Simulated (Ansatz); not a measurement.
# C3H9BClN: up Jacob's ladder to CCSD(T)

An exercise on one series of results from a longer session: the logs are not shown, and one member is left open.

Program: Ansatz 0.2.0, Gaussian basis. Level of theory: functionals in def2-TZVPP, the program's frozen cores in correlated methods. These are calculated values, not measurements.

Plan: PBE-D4, r2SCAN-D4, PBE0-D4, B3LYP-D4, ωB97X-V, ωB97M-V, B2PLYP; CCSD(T)/def2-TZVPP; MP2/def2-QZVPP; extrapolation to the limit.

## The geometry

An earlier PBE0-D4 in a triple-zeta def2 set relaxation fixed the geometry.

SMILES `CCN(C)BCl`, 15 atoms, charge 0, spin multiplicity 1.

Atoms are counted from 1 here; the program's logs count them from 0.

Bond lengths: C1–C2 1.519 Å, C1–H7 1.092 Å, C1–H8 1.092 Å, C1–H9 1.092 Å, C2–N3 1.454 Å, C2–H10 1.090 Å, C2–H11 1.096 Å, N3–C4 1.447 Å, N3–B5 1.385 Å, C4–H12 1.095 Å, C4–H13 1.094 Å, C4–H14 1.089 Å, B5–Cl6 1.773 Å, B5–H15 1.192 Å. Angles: C2–C1–H7 111.9°, C2–C1–H8 110.3°, C2–C1–H9 110.4°, H7–C1–H8 107.7°, H7–C1–H9 108.3°, H8–C1–H9 108.2°, C1–C2–N3 113.1°, C1–C2–H10 109.7°, C1–C2–H11 110.2°, N3–C2–H10 108.3°, N3–C2–H11 108.1°, H10–C2–H11 107.2°, C2–N3–C4 114.5°, C2–N3–B5 124.7°, C4–N3–B5 120.8°, N3–C4–H12 110.6°, N3–C4–H13 111.4°, N3–C4–H14 109.8° and more.

The first run:

The input, in.yaml:

```yaml
crystal:
  periodic: [false, false, false]
  atoms:
    - {symbol: C, position_ang: [-1.299082, 1.219792, -0.374093]}
    - {symbol: C, position_ang: [-0.065985, 0.895242, 0.451050]}
    - {symbol: N, position_ang: [0.416861, -0.460776, 0.245311]}
    - {symbol: C, position_ang: [1.212601, -0.638452, -0.950355]}
    - {symbol: B, position_ang: [0.140541, -1.530633, 1.079784]}
    - {symbol: Cl, position_ang: [-0.856982, -1.339216, 2.533385]}
    - {symbol: H, position_ang: [-1.115900, 1.100472, -1.444237]}
    - {symbol: H, position_ang: [-1.607422, 2.253754, -0.203663]}
    - {symbol: H, position_ang: [-2.126990, 0.565734, -0.093526]}
    - {symbol: H, position_ang: [-0.288942, 1.023091, 1.510532]}
    - {symbol: H, position_ang: [0.747003, 1.587671, 0.204835]}
    - {symbol: H, position_ang: [2.108925, -0.009683, -0.914628]}
    - {symbol: H, position_ang: [0.647867, -0.369877, -1.848586]}
    - {symbol: H, position_ang: [1.519803, -1.679392, -1.038075]}
    - {symbol: H, position_ang: [0.567711, -2.617728, 0.842275]}
basis:
  gaussian: {orbitals: def2-TZVPP}
hamiltonian: {xc: pbe, dispersion: d4}
output: {forces: true, orbitals: {seedname: orbitals}}
```

Command:

```console
> ansatz run in.yaml --threads 2 --pin off --events-out ev --progress --plain --max-ram 22528MiB --backend cuda --devices 0, --max-vram 18GiB
```

Among the steps run: PBE-D4 (GGA); r2SCAN-D4 (meta-GGA); PBE0-D4 (hybrid); B3LYP-D4 (hybrid); ωB97X-V (range-separated); ωB97M-V (range-separated); B2PLYP (double hybrid); CCSD(T) in def2-TZVPP; MP2 in def2-QZVPP.

One table of the session follows, with a row left open; its other results are not shown here.

```
            method  atomisation energy (kcal/mol)
            PBE-D4                         1419.0
         r2SCAN-D4                         1393.3
           PBE0-D4                         1400.2
          B3LYP-D4                         1393.0
           ωB97X-V                         1392.9
           ωB97M-V                         1395.8
            B2PLYP                         1377.3
     HF/def2-TZVPP                              ?
    MP2/def2-TZVPP                         1374.4
   CCSD/def2-TZVPP                         1336.7
CCSD(T)/def2-TZVPP                         1355.2
           MP2/CBS                         1405.8
       CCSD(T)/CBS                         1386.7
```

Estimate the missing values for HF/def2-TZVPP.

As computed: atomisation energy (kcal/mol): 1038.4. In the column «atomisation energy (kcal/mol)» it is the lowest.

Caveats from the session: Free atoms (3 C, 1 N, 1 B, 1 Cl, 9 H) were run apart at each level; the atomisation energy is their sum less the molecule, without zero-point or spin-orbit terms.
